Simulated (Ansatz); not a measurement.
# C₂H₉BSi₂: a ladder of functionals and wavefunction methods

An exercise on one series of results from a longer session: the logs are not shown, and one member is left open.

Method: functionals in def2-TZVPP, the program's frozen cores in correlated methods; program: Ansatz 0.2.0, Gaussian basis.

Plan: PBE-D4, r2SCAN-D4, PBE0-D4, B3LYP-D4, ωB97X-V, ωB97M-V, B2PLYP; CCSD(T)/def2-TZVPP; MP2/def2-QZVPP; extrapolation to the limit.

## The geometry

All runs share one geometry, relaxed beforehand with PBE0-D4 in a triple-zeta def2 set.

SMILES `BC1C[SiH2][SiH2]1`, 14 atoms, charge 0, spin multiplicity 1.

Atoms are counted from 1 here; the program's logs count them from 0.

Bond lengths: B1–C2 1.540 Å, B1–H6 1.197 Å, B1–H7 1.201 Å, C2–C3 1.593 Å, C2–Si5 1.889 Å, C2–H8 1.087 Å, C3–Si4 1.913 Å, C3–H9 1.125 Å, C3–H10 1.088 Å, Si4–Si5 2.327 Å, Si4–H11 1.489 Å, Si4–H12 1.488 Å, Si5–H13 1.487 Å, Si5–H14 1.490 Å. Angles: C2–B1–H6 120.2°, C2–B1–H7 120.1°, H6–B1–H7 119.7°, B1–C2–C3 78.2°, B1–C2–Si5 117.9°, B1–C2–H8 116.6°, C3–C2–Si5 102.4°, C3–C2–H8 112.2°, Si5–C2–H8 119.6°, C2–C3–Si4 99.8°, C2–C3–H9 111.8°, C2–C3–H10 112.5°, Si4–C3–H9 108.7°, Si4–C3–H10 119.8°, H9–C3–H10 104.3°, C3–Si4–Si5 79.2°, C3–Si4–H11 110.7°, C3–Si4–H12 114.6° and more.

Geometry (Å):

```xyz
14
C2H9BSi2
B     0.0502    1.7382   -0.0399
C    -0.8143    0.5167   -0.4018
C    -0.2576    0.1082    1.0332
Si    0.7264   -1.4639    0.5662
Si   -0.0571   -0.8022   -1.5227
H    -0.4430    2.6849    0.5018
H     1.2178    1.7547   -0.3208
H    -1.8912    0.6637   -0.3978
H     0.4583    0.8757    1.4382
H    -1.0435    0.0521    1.7840
H     0.0775   -2.6796    1.1310
H     2.1530   -1.4519    0.9903
H     0.8501   -0.2942   -2.5851
H    -1.0395   -1.7316   -2.1481
```

Set-up of the first run:

in.yaml reads:

```yaml
crystal:
  periodic: [false, false, false]
  atoms:
    - {symbol: B, position_ang: [0.050207, 1.738201, -0.039852]}
    - {symbol: C, position_ang: [-0.814341, 0.516666, -0.401795]}
    - {symbol: C, position_ang: [-0.257555, 0.108229, 1.033249]}
    - {symbol: Si, position_ang: [0.726401, -1.463855, 0.566213]}
    - {symbol: Si, position_ang: [-0.057073, -0.802242, -1.522681]}
    - {symbol: H, position_ang: [-0.443007, 2.684947, 0.501751]}
    - {symbol: H, position_ang: [1.217755, 1.754689, -0.320811]}
    - {symbol: H, position_ang: [-1.891195, 0.663696, -0.397762]}
    - {symbol: H, position_ang: [0.458344, 0.875661, 1.438242]}
    - {symbol: H, position_ang: [-1.043500, 0.052081, 1.784005]}
    - {symbol: H, position_ang: [0.077526, -2.679617, 1.131043]}
    - {symbol: H, position_ang: [2.152988, -1.451856, 0.990302]}
    - {symbol: H, position_ang: [0.850093, -0.294178, -2.585107]}
    - {symbol: H, position_ang: [-1.039542, -1.731623, -2.148096]}
basis:
  gaussian: {orbitals: def2-TZVPP}
hamiltonian: {xc: pbe, dispersion: d4}
output: {forces: true, orbitals: {seedname: orbitals}}
```

On the command line:

```bash
$ ansatz run in.yaml --threads 4 --pin off --events-out ev --progress --plain --max-ram 10444MiB
```

Steps of the session up to this table: PBE-D4 (GGA); r2SCAN-D4 (meta-GGA); PBE0-D4 (hybrid); B3LYP-D4 (hybrid); ωB97X-V (range-separated); ωB97M-V (range-separated); B2PLYP (double hybrid); CCSD(T) in def2-TZVPP; MP2 in def2-QZVPP.

One table of the session follows, with a row left open; its other results are not shown here.

It belongs to the step «Atomisation energies». 

| method | atomisation energy (kJ/mol) |
| --- | --- |
| PBE-D4 | 4913.9 |
| r2SCAN-D4 | 4891.6 |
| PBE0-D4 | 4886.8 |
| B3LYP-D4 | 4864.9 |
| ωB97X-V | 4899.6 |
| ωB97M-V | 4886.7 |
| B2PLYP | 4803.9 |
| HF/def2-TZVPP | 3694.8 |
| MP2/def2-TZVPP | 4780.3 |
| CCSD/def2-TZVPP | 4689.4 |
| CCSD(T)/def2-TZVPP | ? |
| MP2/CBS | 4892.0 |
| CCSD(T)/CBS | 4860.3 |

**Question.** Estimate the row for CCSD(T)/def2-TZVPP.

The run gave: atomisation energy (kJ/mol): 4748.6. In the column «atomisation energy (kJ/mol)» it lies between CCSD/def2-TZVPP (4689.4) and MP2/def2-TZVPP (4780.3).

To keep in mind: Free atoms (1 B, 2 C, 2 Si, 9 H) were run apart at each level; the atomisation energy is their sum less the molecule, without zero-point or spin-orbit terms.
